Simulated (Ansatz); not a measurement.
# CH₅NO₂SW: ionisation energy by level of theory

Aim: the vertical ionisation energy of CH₅NO₂SW, as cation minus neutral at the neutral's geometry, on several levels, and how well −ε(HOMO) stands in for it.

The runs use Ansatz 0.2.0, Gaussian basis; unrestricted cation, the program's frozen cores in correlated methods.

Plan: UKS PBE-D4/def2-TZVPP; UKS r2SCAN-D4/def2-TZVPP; UKS PBE0-D4/def2-TZVPP; UKS B3LYP-D4/def2-TZVPP; UKS wB97X-V/def2-TZVPP; UKS wB97M-V/def2-TZVPP; UKS B2PLYP/def2-TZVPP; UHF-CCSD(T)/def2-TZVPP; UHF-MP2/def2-QZVPP; extrapolation to the limit; then −ε(HOMO) from the neutral's earlier runs with LDA (SPW92), PBE-D4, revPBE-D4, BLYP-D4, r2SCAN-D4, B97M-V, PBE0-D4, B3LYP-D4, r2SCANh-D4, r2SCAN0-D4, HSE06-D4, BHLYP-D4, CAM-B3LYP-D4, LC-ωPBE, ωB97X-V, ωB97M-V.

### 1 Structure used throughout

The geometry comes from an earlier relaxation with PBE0-D4 in a triple-zeta def2 set; it is a stationary point, not always the lowest conformer. W takes the def2 core potential; no spin-orbit term is included.

11 atoms, charge 0, spin multiplicity 1.

Atoms are counted from 1 here; the program's logs count them from 0.

Bond lengths: C1–O2 1.407 Å, C1–H7 1.093 Å, C1–H8 1.093 Å, C1–H9 1.092 Å, O2–W3 1.858 Å, W3–N4 1.933 Å, W3–O5 1.702 Å, W3–S6 2.143 Å, N4–H10 1.009 Å, N4–H11 1.009 Å. Angles: O2–C1–H7 110.6°, O2–C1–H8 109.6°, O2–C1–H9 108.7°, H7–C1–H8 109.3°, H7–C1–H9 109.6°, H8–C1–H9 109.0°, C1–O2–W3 139.1°, O2–W3–N4 111.0°, O2–W3–O5 108.5°, O2–W3–S6 109.0°, N4–W3–O5 107.5°, N4–W3–S6 108.6°, O5–W3–S6 112.4°, W3–N4–H10 122.9°, W3–N4–H11 124.3°, H10–N4–H11 111.9°.

### 2 Cation, UKS PBE-D4/def2-TZVPP

Contents of in.yaml:

```yaml
crystal:
  periodic: [false, false, false]
  atoms:
    - {symbol: C, position_ang: [-0.490220, -1.057013, 1.728479]}
    - {symbol: O, position_ang: [0.435887, -0.472843, 0.844834]}
    - {symbol: W, position_ang: [0.509628, 0.895766, -0.410065]}
    - {symbol: N, position_ang: [0.286318, 0.204058, -2.201664]}
    - {symbol: O, position_ang: [2.048128, 1.619255, -0.330308]}
    - {symbol: S, position_ang: [-1.068459, 2.290291, -0.012673]}
    - {symbol: H, position_ang: [-1.284063, -0.347814, 1.978257]}
    - {symbol: H, position_ang: [-0.930782, -1.944287, 1.265642]}
    - {symbol: H, position_ang: [0.034381, -1.354373, 2.639162]}
    - {symbol: H, position_ang: [1.060716, 0.046328, -2.828913]}
    - {symbol: H, position_ang: [-0.601534, 0.120643, -2.672730]}
basis:
  gaussian: {orbitals: def2-TZVPP}
total_charge: 1
magnetization: {spin_polarized: true, initial_magnetization: 1}
hamiltonian: {xc: pbe, dispersion: d4}
```

Launch:

```bash
$ ansatz run in.yaml --threads 2 --pin off --events-out ev --progress --plain --max-ram 20480MiB --backend cuda --devices 0, --max-vram 18GiB
```

Further steps of the session: Cation, UKS r2SCAN-D4/def2-TZVPP; Cation, UKS PBE0-D4/def2-TZVPP; Cation, UKS B3LYP-D4/def2-TZVPP; Cation, UKS wB97X-V/def2-TZVPP; Cation, UKS wB97M-V/def2-TZVPP; Cation, UKS B2PLYP (frozen core)/def2-TZVPP; Cation, UHF-CCSD(T)/def2-TZVPP; Cation, UHF-MP2/def2-QZVPP.

**Question.** What will the summary of the whole plan be? Wanted: ionisation energy, CCSD(T)/CBS; nearest functional by difference; nearest −ε(HOMO); −ε(HOMO) of PBE; T1 of the cation.

As calculated:

| quantity | value |
| --- | --- |
| ionisation energy, CCSD(T)/CBS | 9.56 eV |
| nearest functional by difference | ωB97M-V (-0.17 eV) |
| nearest −ε(HOMO) | ωB97M-V (-0.06 eV) |
| −ε(HOMO) of PBE | 6.14 eV |
| T1 of the cation | 0.035 |

Energy differences with functionals land within 0.47 eV of the reference. −ε(HOMO) of PBE misses by 3.4 eV, since self-interaction lifts the level. Among orbital estimates ωB97M-V comes nearest. Hartree-Fock falls 1.18 eV short, as the neutral has more correlation energy than the cation. The cation's T1 (from the report) is 0.035, near the customary mark of 0.045 for open shells, so the coupled-cluster value is less safe. The cation may have settled in a state other than its lowest; no search over hole states beyond the program's own was made. Correlated methods include outer-core shells of W, which these sets cover unevenly.
